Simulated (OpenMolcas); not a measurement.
# triplet CH3BTe at 6 levels

We compute a comparison of 6 runs (UHF/3-21G, UHF/def2-SVP, UBHLYP/def2-SVP, UBLYP/def2-SVP, UPBE/def2-SVP, USVWN5/def2-SVP) of triplet CH3BTe. 

Program for the calculation: OpenMolcas 26.06.

## Step 1: The structure to begin with

The species is CH3BTe (6 atoms), meant as a triplet with charge 0. SMILES of the parent species: `B1C[Te]1`. Geometry: a GFN2-xTB relaxation, a rough one for these elements and not checked as a minimum. That shape belongs to the parent species and isn't relaxed for this state.

Bond lengths: B1–C2 1.519 Å, B1–Te3 2.072 Å, C2–Te3 2.212 Å, B1–H4 1.154 Å, C2–H5 1.080 Å, C2–H6 1.080 Å. Angles: B1–C2–Te3 64.4°, C2–B1–Te3 74.3°, B1–Te3–C2 41.4°, B1–C2–H5 122.0°, B1–C2–H6 122.0°, Te3–C2–H5 113.9°, Te3–C2–H6 113.8°, C2–B1–H4 143.4°, Te3–B1–H4 142.4°, H5–C2–H6 111.3°.

## Step 2: A single-point energy at UHF/3-21G (run 1)

File geom.xyz:

```xyz
6

B     -0.475950    -0.603850    -0.470850
C      0.176710     0.583020     0.216120
Te     1.031450    -1.396630     0.708540
H     -1.311740    -0.902480    -1.208470
H      0.861710     1.238170    -0.302210
H     -0.282170     1.081770     1.056880
```

File job.inp:

```
&GATEWAY
BasLib=$CurrDir
Coord=geom.xyz
Basis=3-21G
Group=NoSym
&SEWARD
&SCF
UHF
Spin=3
Thresholds=1e-10 1e-07 1e-07 1e-05
PrOrbitals=1 2
```

The basis set 3-21G is read from a file made from the Basis Set Exchange's data (not shown).

Launch:

```sh
$ export MOLCAS_MEM=1860
$ pymolcas job.inp > job.log
```

Standard output:

```text
--- Start Module: gateway ---
[...]
--- Stop Module: gateway /rc=_RC_ALL_IS_WELL_ ---
--- Start Module: seward ---
[...]
      Basis functions           55
--- Stop Module: seward /rc=_RC_ALL_IS_WELL_ ---
[...]
--- Start Module: scf ---
[...]
       Convergence after  22 Iterations
[...]
::    Total SCF energy                              -6646.5023134674
[...]
      Total spin, S                                     1.0173897446
[...]
      Total electronic charge=   66.000000
      Total            charge=   -0.000000
[...]
      Dipole Moment (debye):
      Origin of the operator (angstrom)=    0.8345   -1.1521    0.5707
                   X=  1.9417E+00               Y=  1.0389E-01               Z=  1.6491E+00           Total=  2.5496E+00
      Quadrupole Moment (debye*angstrom):
[...]
--- Stop Module: scf /rc=_RC_ALL_IS_WELL_ ---
[...]
```

Wall time 3.3 s (1 thread of Arm Neoverse V1, shared host); peak memory 0.39 GiB.

## Step 3: A single-point energy at UHF/def2-SVP (core potential) (run 2)

File test.inp:

```
&GATEWAY
BasLib=$CurrDir
BasisSet
B.def2-SVP....
B1 -0.475950 -0.603850 -0.470850 angstrom
End of Basis
BasisSet
C.def2-SVP....
C2 0.176710 0.583020 0.216120 angstrom
End of Basis
BasisSet
Te.def2-SVP....
Te3 1.031450 -1.396630 0.708540 angstrom
End of Basis
BasisSet
H.def2-SVP....
H4 -1.311740 -0.902480 -1.208470 angstrom
H5 0.861710 1.238170 -0.302210 angstrom
H6 -0.282170 1.081770 1.056880 angstrom
End of Basis
&SEWARD
&SCF
UHF
Spin=3
Thresholds=1e-10 1e-07 1e-07 1e-05
PrOrbitals=1 2
```

The basis set def2-SVP is read from a file made from the Basis Set Exchange's data (not shown).

Launch:

```sh
$ export MOLCAS_MEM=1860
$ pymolcas test.inp > test.log
```

Standard output:

```text
--- Start Module: gateway ---
[...]
--- Stop Module: gateway /rc=_RC_ALL_IS_WELL_ ---
--- Start Module: seward ---
[...]
      Basis functions           69
--- Stop Module: seward /rc=_RC_ALL_IS_WELL_ ---
[...]
--- Start Module: scf ---
[...]
       Convergence after  23 Iterations
[...]
::    Total SCF energy                               -331.1117172657
[...]
      Total spin, S                                     1.0147783931
[...]
      Total electronic charge=   38.000000
      Total            charge=   -0.000000
[...]
      Dipole Moment (debye):
      Origin of the operator (angstrom)=    0.8345   -1.1521    0.5707
                   X=  1.7588E+00               Y=  1.4389E-01               Z=  1.5002E+00           Total=  2.3162E+00
      Quadrupole Moment (debye*angstrom):
[...]
--- Stop Module: scf /rc=_RC_ALL_IS_WELL_ ---
[...]
```

Run time: 5.4 s. Hardware: 1 thread of Arm Neoverse V1, shared host; peak memory 0.41 GiB.

Runs 3 to 5 aren't shown in full; the table further down has their settings and results.

## Step 4: The energy at USVWN5/def2-SVP (core potential) (run 6)

File calc.inp:

```
&gateway
 baslib=$CurrDir
 coord
 6
 angstrom
 B       -0.475950      -0.603850      -0.470850
 C        0.176710       0.583020       0.216120
 Te       1.031450      -1.396630       0.708540
 H       -1.311740      -0.902480      -1.208470
 H        0.861710       1.238170      -0.302210
 H       -0.282170       1.081770       1.056880
 basis=def2-SVP
 group=NoSym

&seward
 gridinput
 Grid=UltraFine
 End of Grid

&scf
 uhf
 spin=3
 ksdft=SVWN5
 thresholds=1e-10 1e-07 1e-07 1e-05
 prorbitals=1 2
```

The basis set def2-SVP is read from a file made from the Basis Set Exchange's data (not shown).

Launch:

```sh
$ export MOLCAS_MEM=1860
$ pymolcas calc.inp > calc.log
```

Standard output:

```text
--- Start Module: gateway ---
[...]
--- Stop Module: gateway /rc=_RC_ALL_IS_WELL_ ---
--- Start Module: seward ---
[...]
      Basis functions           69
--- Stop Module: seward /rc=_RC_ALL_IS_WELL_ ---
[...]
--- Start Module: scf ---
[...]
       Convergence after  25 Iterations
[...]
::    Total KS-DFT energy                            -331.5349688658
[...]
      Total spin, S                                     1.0012210794
[...]
      Total electronic charge=   38.000000
      Total            charge=   -0.000000
[...]
      Dipole Moment (debye):
      Origin of the operator (angstrom)=    0.8345   -1.1521    0.5707
                   X=  1.9464E+00               Y= -7.8644E-02               Z=  1.6314E+00           Total=  2.5409E+00
      Quadrupole Moment (debye*angstrom):
[...]
--- Stop Module: scf /rc=_RC_ALL_IS_WELL_ ---
[...]
```

Run time: 24 s. Hardware: 1 thread of Arm Neoverse V1, shared host; peak memory 0.41 GiB.

## Step 5: All runs side by side

| run | level | integration grid | energy (Eh) | dipole moment (D) | HOMO energy (eV) | ⟨S²⟩ | wall time |
| --- | --- | --- | --- | --- | --- | --- | --- |
| 1 | UHF/3-21G | – | -6646.502313 | 2.55 | -6.17 | 2.052 | 3.3 s |
| 2 | UHF/def2-SVP (core potential) | – | -331.111717 | 2.32 | -6.18 | 2.045 | 5.4 s |
| 3 | UBHLYP/def2-SVP (core potential) | UltraFine | -332.483614 | 2.45 | -4.42 | 2.011 | 40 s |
| 4 | UBLYP/def2-SVP (core potential) | UltraFine | -332.487943 | 2.50 | -2.28 | 2.005 | 35 s |
| 5 | UPBE/def2-SVP (core potential) | UltraFine | -332.479981 | 2.53 | -2.56 | 2.007 | 33 s |
| 6 | USVWN5/def2-SVP (core potential) | UltraFine | -331.534969 | 2.54 | -2.52 | 2.004 | 24 s |

## Step 6: What came out

```
                                 quantity          value
                      run 6: total energy  -331.53497 Eh
                     run 6: dipole moment         2.54 D
run 6: HOMO energy (highest over α and β)       -2.52 eV
                              run 6: ⟨S²⟩          2.004
```

In words: The dipole moment (its size) runs from 2.32 D (UHF/def2-SVP) to 2.55 D (UHF/3-21G). The two ends differ in basis and core potential. Totals of different functionals can't be ranked against each other. Some runs of one species differ in core potentials or relativity; totals across that change don't compare. In run 1 relativity is left out where basis or elements ask for it. All runs together took 2.4 min, the longest 40 s.
